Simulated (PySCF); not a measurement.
**CBrF (SMILES F[C]Br): UCISD/STO-3G**

Aim: the vertical triplet–singlet gap of CBrF at UCISD/STO-3G, from 2 runs. 

The results are computed with PySCF 2.14.0.

10 further runs of the same task are left out: 1 that didn't finish, 9 set aside as unsound or not needed.

## 1. The system as given

CBrF has 3 atoms, charge 0, and is taken as a triplet. SMILES: `F[C]Br`. Geometry: relaxed at GFN2-xTB.

Bond lengths: F1–C2 1.319 Å, C2–Br3 1.810 Å. Angles: F1–C2–Br3 124.5°.

## 2. The energy at UCISD/STO-3G

The input, run.py:

```python
# F[C]Br
from pyscf import gto, scf, ci

molecule = gto.M(
    atom=[
    ('F', (0.230030, 1.270470, 0.267290)),
    ('C', (-0.411350, 0.216990, -0.201130)),
    ('Br', (0.181320, -1.487460, -0.066150)),
],
    spin=2,
    verbose=3,
    basis='sto-3g',
    max_memory=1860,
)

mf = scf.UHF(molecule)
mf.conv_tol = 1e-10
mf.kernel()
if not mf.converged:
    mf = mf.newton().run(mf.mo_coeff, mf.mo_occ)

cisd = ci.CISD(mf, frozen=11)
cisd.kernel()
etot = cisd.e_tot
print('E(%s) = %.9f' % ('CISD', etot))
```

Started as:

```
$ OMP_NUM_THREADS=1 python run.py
```

What it wrote:

```text
WARN: HOMO -0.0545427763914538 >= LUMO -0.28804527249222

converged SCF energy = -2680.00510766206  <S^2> = 2.0094079  2S+1 = 3.0062654
E(UCISD) = -2680.07284443354  E_corr = -0.06773677148032003
E(CISD) = -2680.072844434
```

Run time: 0.78 s. Hardware: 1 thread of Arm Neoverse V1, shared host; peak memory 0.11 GiB.

## 3. The singlet at the same level

The input, run.py:

```python
from pyscf import gto, scf, ci

molecule = gto.M(
    atom='''
F      0.434694     2.400840     0.505105
C     -0.777339     0.410052    -0.380081
Br     0.342645    -2.810892    -0.125005
''',
    verbose=3,
    unit='bohr',
    max_memory=1860,
    basis='sto-3g',
)

mf = scf.RHF(molecule)
mf.conv_tol = 1e-10
mf.kernel()
if not mf.converged:
    mf = mf.newton().run(mf.mo_coeff, mf.mo_occ)

cisd = ci.CISD(mf, frozen=11)
cisd.kernel()
e_final = cisd.e_tot
print('E(%s) = %.9f' % ('CISD', e_final))
```

Started as:

```
$ OMP_NUM_THREADS=1 python run.py
```

What it wrote:

```text
converged SCF energy = -2679.98152610984
E(RCISD) = -2680.077717656074  E_corr = -0.09619154622971449
E(CISD) = -2680.077717656
```

Wall time 0.87 s (1 thread of Arm Neoverse V1, shared host); peak memory 0.1 GiB.

## 4. Summary of results

Level: UCISD/STO-3G, 11 core orbitals frozen.

```
                                                           quantity           value
                                              triplet: total energy  -2680.07284 Eh
                      triplet: dipole moment (Hartree–Fock density)          0.44 D
triplet: HOMO energy (Hartree–Fock orbitals) (highest over α and β)        -7.31 eV
 triplet: LUMO energy (Hartree–Fock orbitals) (lowest over α and β)         6.20 eV
              triplet: correlation energy (11 core orbitals frozen)       -67.7 mEh
                         triplet: ⟨S²⟩ of the reference determinant           2.009
                                              singlet: total energy  -2680.07772 Eh
                      singlet: dipole moment (Hartree–Fock density)          1.17 D
                       singlet: HOMO energy (Hartree–Fock orbitals)        -7.05 eV
                       singlet: LUMO energy (Hartree–Fock orbitals)         5.93 eV
                     singlet: HOMO–LUMO gap (Hartree–Fock orbitals)        12.98 eV
              singlet: correlation energy (11 core orbitals frozen)       -96.2 mEh
                   vertical energy of the singlet above the triplet       -0.133 eV
```

What this shows: At this shape the singlet lies 0.13 eV (3.1 kcal/mol) below the triplet. In a minimal basis such a difference can be off by several eV, whatever the method. Mulliken charges (triplet) of the mean-field density run from -0.11 on F1 to +0.07 on C2. Mulliken charges (singlet) of the mean-field density run from -0.10 on F1 to +0.08 on C2; they depend strongly on the basis.
